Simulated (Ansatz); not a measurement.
# Cl₄H₂SiSn: one species, many methods

Aim: compute Cl₄H₂SiSn with functionals from several rungs and with coupled cluster, and see how far each lands from CCSD(T) at the basis-set limit for the atomisation energy.

The runs use Ansatz 0.2.0, Gaussian basis; functionals in def2-TZVPP, the program's frozen cores in correlated methods.

The runs, in order: LDA (SPW92), PBE-D4, revPBE-D4, BLYP-D4, r2SCAN-D4, B97M-V, PBE0-D4, B3LYP-D4, r2SCANh-D4, r2SCAN0-D4, HSE06-D4, BHLYP-D4, CAM-B3LYP-D4, LC-ωPBE, ωB97X-V, ωB97M-V, B2PLYP, PBE-QIDH; CCSD(T)/def2-SVP; CCSD(T)/def2-TZVPP; CCSD(T)/def2-QZVPP; extrapolation to the limit; RPA on PBE.

## 1. Structure used throughout

An earlier PBE0-D4 in a triple-zeta def2 set relaxation fixed the geometry. Sn takes the def2 core potential; no spin-orbit term is included.

SMILES `[Cl][SnH2][Si](Cl)(Cl)Cl`, 8 atoms, charge 0, spin multiplicity 1.

Atoms are counted from 1 here; the program's logs count them from 0.

Bond lengths: Cl1–Sn2 2.333 Å, Sn2–Si3 2.565 Å, Sn2–H7 1.702 Å, Sn2–H8 1.702 Å, Si3–Cl4 2.037 Å, Si3–Cl5 2.044 Å, Si3–Cl6 2.037 Å. Angles: Cl1–Sn2–Si3 104.3°, Cl1–Sn2–H7 106.5°, Cl1–Sn2–H8 106.5°, Si3–Sn2–H7 113.0°, Si3–Sn2–H8 113.0°, H7–Sn2–H8 112.8°, Sn2–Si3–Cl4 110.5°, Sn2–Si3–Cl5 109.6°, Sn2–Si3–Cl6 110.5°, Cl4–Si3–Cl5 108.6°, Cl4–Si3–Cl6 108.9°, Cl5–Si3–Cl6 108.6°.

As a file:

```
Cl   -1.4044   -2.4049    0.6388
Sn    0.5415   -1.1435    0.3836
Si   -0.2916    1.1556   -0.3898
Cl   -1.3009    0.9935   -2.1514
Cl    1.3020    2.4070   -0.6628
Cl   -1.5293    1.9729    1.0060
H     1.4825   -1.9386   -0.7901
H     1.2923   -1.0991    1.9099
```

## 2. LDA

This LDA is Slater exchange with PW92 correlation.

Contents of in.yaml:

```yaml
crystal:
  periodic: [false, false, false]
  atoms:
    - {symbol: Cl, position_ang: [-1.404354, -2.404909, 0.638755]}
    - {symbol: Sn, position_ang: [0.541458, -1.143467, 0.383617]}
    - {symbol: Si, position_ang: [-0.291572, 1.155621, -0.389821]}
    - {symbol: Cl, position_ang: [-1.300926, 0.993517, -2.151393]}
    - {symbol: Cl, position_ang: [1.302015, 2.406960, -0.662771]}
    - {symbol: Cl, position_ang: [-1.529257, 1.972894, 1.005999]}
    - {symbol: H, position_ang: [1.482494, -1.938598, -0.790129]}
    - {symbol: H, position_ang: [1.292341, -1.099119, 1.909943]}
basis:
  gaussian: {orbitals: def2-TZVPP}
hamiltonian: {xc: lda}
output: {orbitals: {seedname: orbitals}}
```

After this run come: PBE-D4 (GGA); revPBE-D4 (GGA); BLYP-D4 (GGA); r2SCAN-D4 (meta-GGA); B97M-V (meta-GGA); PBE0-D4 (hybrid); B3LYP-D4 (hybrid); r2SCANh-D4 (hybrid); r2SCAN0-D4 (hybrid); HSE06-D4 (hybrid); BHLYP-D4 (hybrid); CAM-B3LYP-D4 (range-separated); LC-ωPBE (range-separated); ωB97X-V (range-separated); ωB97M-V (range-separated); B2PLYP (double hybrid); PBE-QIDH (double hybrid); CCSD(T) in def2-SVP; CCSD(T) in def2-TZVPP; CCSD(T) in def2-QZVPP; RPA on PBE orbitals.

Q: Predict the results of all the runs planned. Wanted: atomisation energy, CCSD(T)/CBS; farthest beyond LDA; mean size of error, GGA; mean size of error, meta-GGA; mean size of error, hybrid; mean size of error, range-separated; mean size of error, double hybrid; gap, smallest and largest; T1 diagnostic.

**Answer**, as computed:

| quantity | value |
| --- | --- |
| atomisation energy, CCSD(T)/CBS | 543.9 kcal/mol |
| functionals within 5.4 kcal/mol (1.0 %) | PBE-D4, r2SCAN-D4, PBE0-D4, r2SCANh-D4, HSE06-D4, ωB97X-V, ωB97M-V |
| farthest beyond LDA | BHLYP-D4 (-24.4 kcal/mol) |
| mean size of error, GGA | 11.8 kcal/mol |
| mean size of error, meta-GGA | 6.2 kcal/mol |
| mean size of error, hybrid | 10.2 kcal/mol |
| mean size of error, range-separated | 8.4 kcal/mol |
| mean size of error, double hybrid | 14.4 kcal/mol |
| gap, smallest and largest | 4.67 eV (LDA (SPW92)), 11.41 eV (LC-ωPBE) |
| T1 diagnostic | 0.0111 |
| triples share of the correlation energy | 4.0 % |

In words: The LDA atomisation energy is off by 75.5 kcal/mol (14 %): it overbinds. PBE-D4 is off by +0.9 kcal/mol. Double hybrids carry the basis error of their MP2 part in triple zeta, and no dispersion term here, so their miss is partly the set-up's. Taken by rung, meta-GGA functionals do best (6.2 kcal/mol on average) and double hybrid ones worst beyond LDA (14.4 kcal/mol). The gap between the best rungs is small, so their order is not settled. Misses under about 5.4 kcal/mol are within the doubt on the reference itself, which lacks core-valence correlation, spin-orbit coupling and higher excitations, and its outer-core shells are covered unevenly. All levels share the lack of spin-orbit coupling, which lowers the free heavy atoms and so the true binding. Hartree-Fock recovers 71 % of the binding; the rest is correlation. CCSD(T) in def2-SVP is off by -63.0 kcal/mol, more than most functionals: a good method in a small basis is no reference. Orbital gaps span 4.7 to 11.4 eV; exact exchange widens them. Correlated methods include outer-core shells of Sn, which these sets cover unevenly.
